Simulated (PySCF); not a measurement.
# C4H14Si2: the cost of one run

Programs: PySCF 2.14.0, with density-fitted response routines of our own. Each step states its level of theory. These are calculated values for one molecule in the gas phase, unless marked as measured. Atoms are numbered from 0 throughout.

## 1. The starting structure

20 atoms, charge 0, multiplicity 1; geometry from: GFN2-xTB.

Bonds of the start (Å): C0–C1 1.52, C1–C2 1.53, C2–Si3 1.90, Si3–C4 1.90, C4–Si5 1.90, C0–H6 1.09, C0–H7 1.09, C0–H8 1.09, C1–H9 1.09, C1–H10 1.09, C2–H11 1.09, C2–H12 1.09, Si3–H13 1.47, Si3–H14 1.47, C4–H15 1.09, C4–H16 1.09, Si5–H17 1.47, Si5–H18 1.46, Si5–H19 1.47.

## 2. Excited states and response: B3LYP/def2-SVPD

The job: settings as JSON, then the geometry in Å.

```
{"job": {"kind": "uv", "xc": "B3LYP", "basis": "def2-SVPD", "nstates": 8, "ntriplets": 3}, "charge": 0, "multiplicity": 1}
C     -2.698252     0.989976     0.087056
C     -2.185570    -0.239542    -0.648621
C     -0.664982    -0.251042    -0.781936
Si     0.278505    -0.327827     0.868339
C      2.075281    -0.852012     0.533281
Si     3.040166     0.226444    -0.694458
H     -2.334284     0.999340     1.111127
H     -2.356599     1.896859    -0.407031
H     -3.786115     0.998136     0.105350
H     -2.508349    -1.136940    -0.116198
H     -2.637627    -0.269165    -1.644831
H     -0.353093     0.637722    -1.334284
H     -0.379902    -1.107946    -1.396542
H     -0.361727    -1.308144     1.762318
H      0.281316     0.979220     1.541720
H      2.085167    -1.881543     0.174677
H      2.605504    -0.863137     1.484921
H      2.483816     0.072055    -2.041230
H      2.963757     1.634166    -0.297028
H      4.447840    -0.185940    -0.719363
```

Method: TDDFT B3LYP/def2-SVPD, vertical, gas phase, core orbitals frozen in the response.

Launch:

```
$ OMP_NUM_THREADS=1 python probes_run.py task.json out
```

The driver reads the jobs from task.json and runs them one after another.

**Question.** How long does this job take on 1 thread of Intel Xeon Platinum 8488C, shared host, and how much memory does it need?

About 60 s, with a peak of 0.98 GiB.
